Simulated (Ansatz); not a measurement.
# Si3B: the cost of one run

Program: Ansatz 0.2.0. Level of theory: DFT PBE, scalar-relativistic, plane waves, PAW, unless a step names another level. These are calculated values, not measurements.

1 further run of the same task is left out (set aside as unsound or not needed).

## 1. The starting structure

Symmetry: Pmmn, No. 59, orthorhombic system. Conventional cell: a = 3.384 Å, b = 7.247 Å, c = 5.273 Å, α = 90.00°, β = 90.00°, γ = 90.00°. Si (site symmetry m) is surrounded by 1 B at 2.00 Å. Si (site symmetry mm2) has 2 B at 2.03 Å as nearest neighbours. Around B (site symmetry mm2) lie 4 Si at 2.00 to 2.03 Å.

As a file:

```
Si B
1.0
     3.38385    0.00000    0.00000
     0.00000    7.24672    0.00000
     0.00000    0.00000    5.27320
Si B
6 2
Direct
  0.50000 0.73405 0.16166
  0.50000 0.26595 0.16166
  0.00000 0.76595 0.83834
  0.00000 0.23405 0.83834
  0.00000 0.50000 0.57335
  0.50000 0.00000 0.42665
  0.50000 0.50000 0.36136
  0.00000 0.00000 0.63864
```

It came out lowest among 19 distinct ends of the trial cells. At a tolerance of 0.05 Å it has space group Pmmn (No. 59).

## 2. Relaxing to 0.001 eV/Å, on the response runs' mesh and smearing

input.yaml

```yaml
crystal:
  lattice:
    - [3.3838471108, 0.0, 0.0]
    - [0.0, 7.2467161865, 0.0]
    - [0.0, 0.0, 5.2732021947]
  atoms:
    - { symbol: Si, position: [0.5, 0.7340477034, 0.1616621902] }
    - { symbol: Si, position: [0.5, 0.2659522966, 0.1616621902] }
    - { symbol: Si, position: [0.0, 0.7659522966, 0.8383378098] }
    - { symbol: Si, position: [0.0, 0.2340477034, 0.8383378098] }
    - { symbol: Si, position: [0.0, 0.5, 0.5733511545] }
    - { symbol: Si, position: [0.5, 0.0, 0.4266488455] }
    - { symbol: B, position: [0.5, 0.5, 0.3613615472] }
    - { symbol: B, position: [0.0, 0.0, 0.6386384528] }
basis:
  ecutwfc: 420
kpoints:
  mp_grid: { grid: [10, 4, 6] }
hamiltonian:
  xc: pbe
scf:
  occupations: { method: gaussian, width: 0.1 }
output:
  forces: true
  stress: true
  eigenvalues: true
relax:
  adjacent_minimum: "off"
  f_tol: 0.001
  max_steps: 60
  cell: { stress_tol: 0.01 }
```

Launch:

```console
$ ansatz run input.yaml --threads 3 --pin off --max-ram 7680MiB --backend cpu --events-out ev --progress --plain --runs-dir out
```

**Question.** How long does this run take on 3 threads of Arm Neoverse V2, shared host, and how much memory does it need?

About 17 s, with a peak of 0.51 GiB.
